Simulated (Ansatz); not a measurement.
# C3H12Si3: the cost of one run

Program: Ansatz 0.2.0. Level of theory: RHF/STO-3G. These are calculated values, not measurements.

## (1) The starting structure

Bond lengths (14 of 17 bonds, heavy atoms first): C1–Si2 1.904 Å, Si2–C4 1.694 Å, C3–C4 1.425 Å, C4–Si5 1.960 Å, C4–Si6 1.950 Å, C1–H7 1.092 Å, C1–H8 1.141 Å, C1–H9 1.016 Å, Si2–H10 1.465 Å, C3–H11 1.128 Å, C3–H12 1.094 Å, Si5–H13 1.536 Å, Si5–H14 1.439 Å, Si5–H15 1.488 Å. Angles (14 of 30 angles, heavy atoms first): C1–Si2–C4 120.9°, Si2–C4–C3 94.4°, Si2–C4–Si5 114.3°, Si2–C4–Si6 115.2°, C3–C4–Si5 114.7°, C3–C4–Si6 116.4°, Si5–C4–Si6 102.5°, C1–Si2–H10 109.0°, C4–Si2–H10 116.0°, Si2–C1–H7 109.7°, Si2–C1–H8 107.6°, Si2–C1–H9 114.0°, C4–C3–H11 118.3°, C4–C3–H12 120.6°.

The coordinates stand in the first input below.

## (2) Relaxing end A

Input file input.yaml:

```yaml
crystal:
  periodic: [false, false, false]
  atoms:
    - { symbol: C, position_ang: [2.1167, 0.6718, 1.377] }
    - { symbol: Si, position_ang: [0.9676, 0.8346, -0.1318] }
    - { symbol: C, position_ang: [0.4852, -1.3795, -0.4986] }
    - { symbol: C, position_ang: [-0.3363, -0.2245, -0.3523] }
    - { symbol: Si, position_ang: [-1.4558, 0.1868, -1.9076] }
    - { symbol: Si, position_ang: [-1.6328, -0.2609, 1.1044] }
    - { symbol: H, position_ang: [1.5196, 0.5334, 2.2804] }
    - { symbol: H, position_ang: [2.6643, 1.6646, 1.5015] }
    - { symbol: H, position_ang: [2.8003, -0.0759, 1.2977] }
    - { symbol: H, position_ang: [1.7775, 1.1111, -1.3214] }
    - { symbol: H, position_ang: [1.0122, -1.7807, 0.4146] }
    - { symbol: H, position_ang: [1.1444, -1.4872, -1.3651] }
    - { symbol: H, position_ang: [-2.1157, 1.5636, -1.7362] }
    - { symbol: H, position_ang: [-0.6206, 0.2382, -3.0789] }
    - { symbol: H, position_ang: [-2.5277, -0.8284, -2.0939] }
    - { symbol: H, position_ang: [-0.8993, -0.5777, 2.3734] }
    - { symbol: H, position_ang: [-2.2315, 1.092, 1.2865] }
    - { symbol: H, position_ang: [-2.7055, -1.27, 0.9021] }
basis:
  gaussian: { orbitals: STO-3G }
hamiltonian:
  xc: hf
relax:
  f_tol: 0.015
  max_steps: 40
```

Command:

```console
ansatz run input.yaml --threads 1 --pin off --max-ram 2048MiB --backend cpu --events-out ev --progress --plain --runs-dir out
```

**Question.** How long does this run take on 1 thread of an Arm CPU, shared host, and how much memory does it need?

About 35 s, with a peak of 0.12 GiB.
